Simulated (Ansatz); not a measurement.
# BH5SSi2: basis-set convergence

The task here is to estimate one member of a computed series from the others.

Method: one geometry, several basis sets; program: Ansatz 0.2.0, Gaussian basis.

The runs, in order: PBE0-D4/def2-SVP; ωB97M-V/def2-SVP; PBE0-D4/def2-QZVPP; ωB97M-V/def2-QZVPP; the functionals' def2-TZVPP values are taken from earlier runs.

## The geometry

All runs share one geometry, relaxed beforehand with PBE0-D4 in a triple-zeta def2 set.

SMILES `SB1[SiH2][SiH2]1`, 9 atoms, charge 0, spin multiplicity 1.

Atoms are counted from 1 here; the program's logs count them from 0.

Bond lengths: S1–B2 1.756 Å, S1–H5 1.349 Å, B2–Si3 1.957 Å, B2–Si4 1.951 Å, Si3–Si4 2.377 Å, Si3–H6 1.484 Å, Si3–H7 1.485 Å, Si4–H8 1.483 Å, Si4–H9 1.485 Å. Angles: B2–S1–H5 100.9°, S1–B2–Si3 128.8°, S1–B2–Si4 136.4°, Si3–B2–Si4 74.9°, B2–Si3–Si4 52.4°, B2–Si3–H6 119.5°, B2–Si3–H7 123.8°, Si4–Si3–H6 101.1°, Si4–Si3–H7 134.2°, H6–Si3–H7 112.8°, B2–Si4–Si3 52.6°, B2–Si4–H8 119.1°, B2–Si4–H9 123.6°, Si3–Si4–H8 101.2°, Si3–Si4–H9 135.0°, H8–Si4–H9 112.7°.

Coordinates:

```mol
BH5SSi2
  3D, bonds by distance, orders not assigned

  9  9  0  0  0  0  0  0  0  0999 V2000
   -1.0892    0.9978   -2.0061 S   0  0
   -0.5340    0.5928   -0.3903 B   0  0
    1.2793    0.6749    0.3411 Si  0  0
   -0.3422   -1.0318    0.6726 Si  0  0
   -2.1193    0.1384   -2.1443 H   0  0
    1.4849    1.1476    1.7321 H   0  0
    2.5017    0.7938   -0.4932 H   0  0
   -0.5381   -0.9616    2.1413 H   0  0
   -0.5545   -2.3981    0.1298 H   0  0
  1  2  8  0
  2  3  8  0
  3  4  8  0
  1  5  8  0
  3  6  8  0
  3  7  8  0
  4  8  8  0
  4  9  8  0
  2  4  8  0
M  END
```

The first run:

in.yaml reads:

```yaml
crystal:
  periodic: [false, false, false]
  atoms:
    - {symbol: S, position_ang: [-1.089228, 0.997836, -2.006080]}
    - {symbol: B, position_ang: [-0.533988, 0.592767, -0.390315]}
    - {symbol: Si, position_ang: [1.279301, 0.674884, 0.341050]}
    - {symbol: Si, position_ang: [-0.342244, -1.031779, 0.672561]}
    - {symbol: H, position_ang: [-2.119266, 0.138369, -2.144292]}
    - {symbol: H, position_ang: [1.484911, 1.147588, 1.732126]}
    - {symbol: H, position_ang: [2.501678, 0.793780, -0.493199]}
    - {symbol: H, position_ang: [-0.538084, -0.961613, 2.141297]}
    - {symbol: H, position_ang: [-0.554481, -2.398133, 0.129755]}
basis:
  gaussian: {orbitals: def2-SVP}
hamiltonian: {xc: pbe0, dispersion: d4}
output: {orbitals: {seedname: orbitals}}
```

Started as:

```bash
> ansatz run in.yaml --threads 2 --pin off --events-out ev --progress --plain --max-ram 4352MiB
```

Steps of the session up to this table: PBE0-D4 in def2-SVP; ωB97M-V in def2-SVP; PBE0-D4 in def2-QZVPP; ωB97M-V in def2-QZVPP.

One of the session's tables, all rows but one given; the rest of the session is left out.

It belongs to the step «Functionals by basis». 

| functional | basis | HOMO (eV) | LUMO (eV) |
| --- | --- | --- | --- |
| PBE0-D4 | def2-SVP | -6.70 | -2.04 |
| PBE0-D4 | def2-TZVPP | ? | ? |
| PBE0-D4 | def2-QZVPP | -6.72 | -2.18 |
| ωB97M-V | def2-SVP | -8.53 | -0.03 |
| ωB97M-V | def2-TZVPP | -8.58 | -0.19 |
| ωB97M-V | def2-QZVPP | -8.60 | -0.24 |

Q: Estimate the row for PBE0-D4, def2-TZVPP from the others.

The run gave: HOMO (eV): -6.71; LUMO (eV): -2.15. In the column «HOMO (eV)» it lies between PBE0-D4, def2-QZVPP (-6.72) and PBE0-D4, def2-SVP (-6.70).
